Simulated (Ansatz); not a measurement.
# GaSb3 (Fm-3m) in Ansatz: notebook

One crystal, GaSb3, is run at these levels: LDA; tasks: band structure, single point, equation of state.

All numbers are computed with Ansatz 0.2.0; they aren't measurements. Logs are shortened: lines on timing, memory, paths and dates and some standing lists are left out, and cuts for length are marked.

### Step 1. The structure

It takes space group Fm-3m (No. 225, cubic). Conventional cell: a = 7.461 Å, b = 7.461 Å, c = 7.461 Å, α = 90.00°, β = 90.00°, γ = 90.00°. Sb (site symmetry m-3m) has 8 Sb at 3.23 Å as nearest neighbours. Sb (site symmetry -43m) is surrounded by 4 Sb at 3.23 Å and 4 Ga at 3.23 Å. Ga (site symmetry m-3m) has 8 Sb at 3.23 Å as nearest neighbours.

The cell comes from a database or a generator and needn't be the stable form of this composition.

### Step 2. Band structure, LDA

input.yaml

```yaml
crystal:
  lattice:
    - [0.0, 3.730595, 3.730595]
    - [3.730595, 0.0, 3.730595]
    - [3.730595, 3.730595, 0.0]
  atoms:
    - { symbol: Sb, position: [0.5, 0.5, 0.5] }
    - { symbol: Sb, position: [0.75, 0.75, 0.75] }
    - { symbol: Sb, position: [0.25, 0.25, 0.25] }
    - { symbol: Ga, position: [0.0, 0.0, 0.0] }
hamiltonian:
  xc: lda
  pseudopotentials: { kind: paw }
kpoints:
  mp_grid: { grid: [6, 6, 6] }
  band_path:
    path:
      - [[0.0, 0.0, 0.0], [0.5, 0.0, 0.5], [0.5, 0.25, 0.75], [0.375, 0.375, 0.75], [0.0, 0.0, 0.0], [0.5, 0.5, 0.5], [0.625, 0.25, 0.625], [0.5, 0.25, 0.75], [0.5, 0.5, 0.5], [0.375, 0.375, 0.75]]
      - [[0.625, 0.25, 0.625], [0.5, 0.0, 0.5]]
    npoints: 14
scf:
  occupations: { method: fermi_dirac, width: 0.05 }
  n_extra_bands: 10
output:
  forces: true
  stress: true
  eigenvalues: true
  fatbands: true
```

Potentials or basis: Ansatz PAW.

Command:

```sh
> ansatz run input.yaml --threads 2 --pin off --max-ram 5632MiB --backend cpu --events-out ev --progress --plain --runs-dir out
```

The program printed:

```text
Warning: RAYON_NUM_THREADS=2 ignored (pool sized by the plan → 2); use --threads N
scf.n_extra_bands = 10 over 29 filled bands (N_el = 58.0): the run solves 39 bands
Engine: ansatz 0.2.0, aarch64-unknown-linux-gnu
Pseudopotentials: kind: paw
Pseudopotential: Sb, paw, valence charge 15, recommended cutoff 420 eV (normal), Sb.paw.azcp
Pseudopotential: Ga, paw, valence charge 13, recommended cutoff 420 eV (normal), Ga.paw.azcp
Functional definition: SPW92
  exchange = slater_x
  correlation = pw_c
Crystal: 4 atoms, lattice volume = 103.840 Å³
Basis set: ecut = 420 eV, 2085 PW (Γ)
Bands: 39, of which v1, the nominal top of the filled ones, is band 29 counted from 1 (28 counted from 0)
Symmetry: 48 space group operations
Space group: Fm-3m (ITA 225), of the structure as read, at distance tolerance 4.7e-5 Å
k-points: 16 of 216
Non-local potential: Sb, projectors of the file, l = 0: 2, l = 1: 2, l = 2: 2, l = 3: 2
Non-local potential: Ga, projectors of the file, l = 0: 2, l = 1: 2, l = 2: 3, l = 3: 1
PAW form: soft (Blöchl's): semilocal exchange-correlation on the pseudo side does not see the compensation charge
PAW frozen core: Sb, regenerated for the run's functional, and the local potential with it (the file was generated under x = pbe(κ = 0.804, μ = 0.2195149727645171), c = pbe(β = 0.06672455060314922))
PAW frozen core: Ga, regenerated for the run's functional, and the local potential with it (the file was generated under x = pbe(κ = 0.804, μ = 0.2195149727645171), c = pbe(β = 0.06672455060314922))
PAW one-centre angular grid: Sb, 590 points (default); XC on 64 Gauss nodes
PAW one-centre angular grid: Ga, 590 points (default); XC on 64 Gauss nodes
Initial density: superposition of atomic densities (neutral atoms: chi_scale 0, normalization atom), corrected by the library's trained network
Initial wavefunctions: pseudopotential atomic-orbital guess
Functional: x = slater, c = lda
SCF iter   1: F=—  HF=-22713.482737 eV  |F-HF|=—  |Δ(HF+E_count)|=         —  Δρ=6.15e-3  dr2=2.77e-2  ethr=1.77e-3  ⟨swp⟩=9.2  Hψ=3036  notcnv=0  defer=7
preconditioner: auto → Resta (q_TF=auto, 2.476 Å⁻¹)  ε∞=3.3  [insulator: Δε(μ)=0.114 eV  Ē_g=12.823 eV  σ=0.050 eV  W_gap=0.51  n_scr=26 (ndim 8)  ℏωp=19.3 eV  f_vac=0.000  D(μ)=4.06/eV (n_scr^D=26)  ε∞_Penn≈3.3]
SCF iter   2: F=—  HF=-22713.470622 eV  |F-HF|=—  |Δ(HF+E_count)|=   1.21e-2  Δρ=3.22e-3  dr2=5.39e-3  ethr=4.78e-5  ⟨swp⟩=2.1  Hψ=1024  notcnv=0  defer=29
preconditioner: auto → Kerker (q_TF=auto, 2.476 Å⁻¹)  [metal: Δε(μ)=0.103 eV  Ē_g=12.868 eV  σ=0.050 eV  W_gap=0.47  n_scr=26 (ndim 8)  ℏωp=19.3 eV  f_vac=0.000  D(μ)=4.28/eV (n_scr^D=26)]
SCF iter   3: F=—  HF=-22713.468745 eV  |F-HF|=—  |Δ(HF+E_count)|=   1.88e-3  Δρ=7.68e-4  dr2=5.34e-4  ethr=9.30e-6  ⟨swp⟩=2.0  Hψ=926  notcnv=0  defer=29
SCF iter   4: F=—  HF=-22713.468420 eV  |F-HF|=—  |Δ(HF+E_count)|=   3.25e-4  Δρ=3.14e-4  dr2=1.75e-4  ethr=9.21e-7  ⟨swp⟩=2.0  Hψ=803  notcnv=0  defer=29
SCF iter   5: F=—  HF=-22713.468366 eV  |F-HF|=—  |Δ(HF+E_count)|=   5.43e-5  Δρ=1.71e-4  dr2=1.86e-5  ethr=3.02e-7  ⟨swp⟩=2.2  Hψ=985  notcnv=0  defer=29
SCF iter   6: F=—  HF=-22713.468350 eV  |F-HF|=—  |Δ(HF+E_count)|=   1.58e-5  Δρ=3.13e-5  dr2=1.18e-6  ethr=3.20e-8  ⟨swp⟩=2.3  Hψ=996  notcnv=0  defer=29
SCF iter   7: F=-22713.468349 eV  HF=-22713.468349 eV  |F-HF|=8.25e-8  |Δ(HF+E_count)|=   4.02e-7  Δρ=1.10e-5  dr2=9.06e-8  ethr=1.72e-10  ⟨swp⟩=9.8  Hψ=3393  notcnv=0
SCF 1 converged in 7 iterations: F = -22713.468349 eV  dr2 = 9.06e-8
NSCF: frozen V_eff on 142 k-points
SCF converged after 7 iterations
Free energy (F): -22713.468349 eV
Harris-Foulkes:  -22713.468349 eV  (|F-HF|=8.25e-8)
Internal energy: -22713.433882 eV  (E = F + TS)
E sigma→0 (E₀):  -22713.451116 eV
Entropy (-TS):   -0.034467 eV (-8.617 meV/atom)
Fermi energy:    10.460321 eV
--- Per-component energies (eV) ---
  E_band       = -513.129825
  E_kinetic    = 737.454145
  E_local      = -6245.205252  (includes V_loc(G=0)·N_el)
  E_nonlocal   = 1520.299543
  E_hartree    = 2856.260078
  E_xc         = -482.462880
  E_vxc        = -350.286218  (∫ρ·V_xc dr)
  E_paw        = -15185.746921  (= ΣΔE_a)
  E_vpaw       = -1887.889552  (= ΣTr[D̂ρ^β])
  E_aug_tail   = -0.000136  (compensation charges beyond the density's cutoff)
  E_ewald      = -5917.437409
  E_core_change = 3.404950  (= ΣΔE_core)
  E_smearing   = -0.034467  (= −TS)
  E_closure    = -0.000000  (closes the sum)
  Σ components = -22713.468349   (vs F -22713.468349, Δ=0.00e0)
--- Forces (eV/Å), atoms counted from 1 ---
  atom   1  Sb     0.00000000    -0.00000000    -0.00000000
  atom   2  Sb    -0.00000000     0.00000000    -0.00000000
  atom   3  Sb    -0.00000000     0.00000000     0.00000000
  atom   4  Ga     0.00000000    -0.00000000     0.00000000
  max |Σ_I F_I| component: 1.39e-17 eV/Å
--- Stress (GPa, compression-positive) ---
       -4.487855       0.000000       0.000000
        0.000000      -4.487855      -0.000000
       -0.000000       0.000000      -4.487855
  P = ⅓ Tr σ = -4.4879 GPa (-44.879 kbar)
--- Band table (eV; the first three rows and the last of 16) ---
  k-point 0: bands = ["-18.8786", "-18.8786", "-18.8786", "-18.8714", "-18.8714", "-18.6611", "-18.6611", "-18.6583", "-18.6583", "-18.6583", "-18.6368", "-18.6368", "-18.6368", "-18.6288", "-18.6288", "-4.5968", "-4.5968", "-4.5968", "-4.5843", "-4.5843", "-2.1267", "2.6116", "3.6064", "7.0739", "7.8349", "7.8349", "7.8349", "7.9818", "7.9818", "7.9818", "9.6649", "9.6649", "9.6649", "13.9438", "13.9438", "16.9483", "16.9483", "16.9483", "22.4705"]
  k-point 1: bands = ["-18.8794", "-18.8794", "-18.8781", "-18.8707", "-18.8707", "-18.6596", "-18.6596", "-18.6565", "-18.6565", "-18.6553", "-18.6403", "-18.6376", "-18.6376", "-18.6309", "-18.6309", "-4.5980", "-4.5963", "-4.5963", "-4.5845", "-4.5845", "-1.9151", "2.2990", "3.2109", "6.3137", "7.2310", "7.2544", "7.2544", "8.4263", "8.4263", "9.7976", "9.7976", "9.8394", "11.1536", "14.7823", "14.7823", "15.3596", "16.4809", "16.4809", "21.0120"]
  k-point 2: bands = ["-18.8809", "-18.8809", "-18.8768", "-18.8693", "-18.8693", "-18.6546", "-18.6546", "-18.6531", "-18.6531", "-18.6495", "-18.6476", "-18.6401", "-18.6401", "-18.6363", "-18.6363", "-4.6006", "-4.5953", "-4.5953", "-4.5848", "-4.5848", "-1.2997", "1.2270", "2.7690", "5.4072", "6.9215", "6.9215", "8.0462", "8.0462", "8.2122", "11.0082", "11.0082", "12.1696", "12.4145", "14.2176", "14.9130", "14.9130", "16.7978", "16.7978", "20.4552"]
  k-point 15: bands = ["-18.8832", "-18.8809", "-18.8757", "-18.8688", "-18.8674", "-18.6603", "-18.6563", "-18.6540", "-18.6529", "-18.6470", "-18.6468", "-18.6410", "-18.6391", "-18.6348", "-18.6335", "-4.6021", "-4.5958", "-4.5925", "-4.5879", "-4.5842", "0.4382", "0.4670", "1.1142", "3.4728", "6.3113", "6.7201", "8.6118", "9.1276", "11.5879", "12.0647", "12.3638", "12.4534", "13.3292", "14.0371", "14.6115", "14.6281", "17.6250", "18.0283", "18.4197"]
```

It took 13 s on 2 threads of Arm Neoverse V2, shared host; peak memory 0.5 GiB.

Results:

```yaml
Free_energy: -22713.4683 eV
Pressure: -4.5 GPa
Band_gap_on_the_k_mesh: none (metal or under the smearing width)
```

Levels at the corners of the path, in eV from the Fermi level:
```
point  band 26  band 27  band 28  band 29  band 30  band 31  band 32  band 33
    Γ    -2.63    -2.63    -2.48    -2.48    -2.48    -0.80    -0.80    -0.80
    X    -5.23     0.43     0.74     0.93     0.93     1.75     1.75     1.89
    W    -3.08    -2.64    -2.53     1.30     1.41     2.02     2.02     3.13
    K    -3.09    -1.56    -1.09     0.01     0.84     1.32     2.65     2.93
    Γ    -2.63    -2.63    -2.48    -2.48    -2.48    -0.80    -0.80    -0.80
    L    -3.61    -2.68    -2.68    -0.56    -0.20     1.95     1.95     2.88
    U    -3.09    -1.56    -1.09     0.01     0.84     1.32     2.65     2.93
    W    -3.08    -2.64    -2.53     1.30     1.41     2.02     2.02     3.13
    L    -3.61    -2.68    -2.68    -0.56    -0.20     1.95     1.95     2.88
    K    -3.09    -1.56    -1.09     0.01     0.84     1.32     2.65     2.93
    U    -3.09    -1.56    -1.09     0.01     0.84     1.32     2.65     2.93
    X    -5.23     0.43     0.74     0.93     0.93     1.75     1.75     1.89
```

Caveat: spin-orbit coupling is left out, which moves the levels of the heavy elements; the PAW data sets come from PBE, with cores solved anew for the run's functional, which leaves a small shift of forces and pressure.

(Part 1 of 2 ends here.)
